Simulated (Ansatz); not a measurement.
**ZrH₂+ (doublet): the correlation ladder, def2-SVP**

One table from this session's results is given with a row withheld; the runs are named, their logs left out.

Program: Ansatz 0.2.0, Gaussian basis. Level of theory: def2-SVP, core rule «outside noble gas», up to 4 orbitals frozen. These are calculated values, not measurements.

The runs, in order: UHF; CCSD(T) on ROHF; CCSD(T) on UHF; CISD as a restricted active space (open shells left free, so some higher excitations enter); CCSDT(Q) on ROHF; CCSDT(Q) on UHF; CISDTQ; Full CI.

23 further runs of the same task are left out: 9 for a known fault of the program, 6 that didn't finish, 8 set aside as unsound or not needed. Runs told in other sessions of the task aren't counted.

### The geometry

The geometry is a PBE0/def2-TZVP stationary point (not a proven minimum) of the parent state, kept for this charge and spin. No spin-orbit coupling is included. Elements past krypton take def2 core potentials.

3 atoms, charge 1, spin multiplicity 2.

Atoms are counted from 1 here; the program's logs count them from 0.

Bond lengths: Zr1–H2 1.963 Å, Zr1–H3 1.963 Å. Angles: H2–Zr1–H3 180.0°.

Set-up of the first run:

in.yaml reads:

```yaml
crystal:
  periodic: [false, false, false]
  atoms:
    - {symbol: Zr, position_ang: [0.000000, 0.000000, 0.000000]}
    - {symbol: H, position_ang: [0.000000, 0.000000, -1.963300]}
    - {symbol: H, position_ang: [0.000000, 0.000000, 1.963300]}
basis:
  gaussian: {orbitals: def2-SVP}
total_charge: 1
magnetization: {spin_polarized: true, initial_magnetization: 1}
hamiltonian: {xc: hf}
output: {orbitals: {seedname: orbitals}}
```

Launch:

```
ansatz run in.yaml --threads 1 --pin off --events-out ev --progress --plain --max-ram 2393MiB
```

Steps of the session up to this table: UHF; CCSD(T) on ROHF; CCSD(T) on UHF; CISD as a restricted active space (open shells left free, so some higher excitations enter); CCSDT(Q) on ROHF; CCSDT(Q) on UHF; CISDTQ; Full CI.

One of the session's tables, all rows but one given; the rest of the session is left out.

| method | from FCI (meV) |
| --- | --- |
| ROHF | +1822.7 |
| UHF | +1768.9 |
| RMP2 | +471.3 |
| UMP2 | +420.7 |
| CISD | +63.6 |
| RCCSD | +28.8 |
| UCCSD | -19.6 |
| RCCSD(T) | +9.9 |
| UCCSD(T) | -38.4 |
| RCCSDT | +0.7 |
| UCCSDT | -47.4 |
| CISDTQ | ? |
| RCCSDT(Q) | +0.3 |
| UCCSDT(Q) | -47.8 |
| FCI | 0 |

Estimate the missing values for CISDTQ.

As computed: from FCI (meV): +0.5. In the column «from FCI (meV)» it lies between RCCSDT(Q) (+0.3) and RCCSDT (+0.7).

To keep in mind: UCCSD, UCCSD(T), UCCSDT, UCCSDT(Q) fall below full CI: unrestricted runs freeze a spin-polarised core, another one than full CI's, and coupled cluster isn't variational. Levels on UHF freeze UHF's core orbitals, full CI those of ROHF, so the U rows can settle a little off it for that reason alone. Restricted and unrestricted rows rest on different reference determinants; a gap between their highest levels can come from leftover correlation error, from unlike frozen cores or from another state.
